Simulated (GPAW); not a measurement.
Runs of GPAW 26.7.0 on GaGe. Symmetry: F-43m, No. 216, cubic system. The conventional cell has a = 5.796 Å, b = 5.796 Å, c = 5.796 Å, α = 90.00°, β = 90.00°, γ = 90.00°. Around Ge (site symmetry -43m) lie 4 Ga at 2.51 Å. Around Ga (site symmetry -43m) lie 4 Ge at 2.51 Å. The cell comes from a database or a generator and needn't be the stable form of this composition.

```tsv
task	level	potentials or basis	cell	k mesh	cutoff (eV)	smearing	band path	band points	convergence	supercell	supercell k mesh	gap on the mesh (eV)	pressure (GPa)	relaxed volume (Å³/atom)
band structure	LDA	the program's PAW data sets (release 1.2.1) made for this functional, pw	as given	8 × 8 × 8	600	fermi-dirac 0.05 eV	GXWKGLUWLK,UX	80	-	-	-	-	-3.5	-
single point	PBE	GPAW PAW data sets (gpaw-data 1.2.1), pw	as given	8 × 8 × 8	600	gaussian 0.05 eV	-	-	-	-	-	none	0.8	-
phonons	PBE	GPAW PAW data sets (gpaw-data 1.2.1), pw	relaxed	6 × 6 × 6	510	fermi-dirac 0.05 eV	-	-	density=1e-06 eigenstates=1e-09	1 × 1 × 1	6 × 6 × 6	none	0.0	-
single point	PBE	GPAW PAW data sets (gpaw-data 1.2.1), pw	as given	8 × 8 × 8	600	gaussian 0.02 eV	-	-	-	-	-	none	0.8	-
relaxation of cell and atoms	PBEsol+D3(BJ)	PAW data sets generated in the run's folder for this functional, pw	relaxed	8 × 8 × 8	600	fermi-dirac 0.05 eV	-	-	density=1e-05 forces=0.0001	-	-	none	0.0	22.86
single point	PBE	GPAW PAW data sets (gpaw-data 1.2.1), pw	as given	8 × 8 × 8	600	fermi-dirac 0.05 eV	-	-	-	-	-	none	0.8	-
relaxation of cell and atoms	PBEsol+D4	PAW data sets generated in the run's folder for this functional, pw	relaxed	8 × 8 × 8	600	fermi-dirac 0.05 eV	-	-	density=1e-05 forces=0.0001	-	-	none	0.0	(a)
relaxation of cell and atoms	PBEsol	PAW data sets generated in the run's folder for this functional, pw	relaxed	8 × 8 × 8	600	fermi-dirac 0.05 eV	-	-	density=1e-05 forces=0.0001	-	-	none	0.1	23.49
```

Alike in all rows: no spin polarisation.

Problem. Estimate the missing entries.

Solution. (a) 23.02.

Caveats: later steps reuse the first step's grids (some runs); pairwise dispersion overbinds metals, which lowers pressure and volume (some runs); the cutoff is short for stress and forces, so pressures can be off by a GPa or more (some runs).

A k mesh can miss the band edges, and the runs leave out spin-orbit coupling on Ga, Ge.

A gap of «none» marks a metal or a gap under the smearing width.

Not every run made on this cell is shown here.
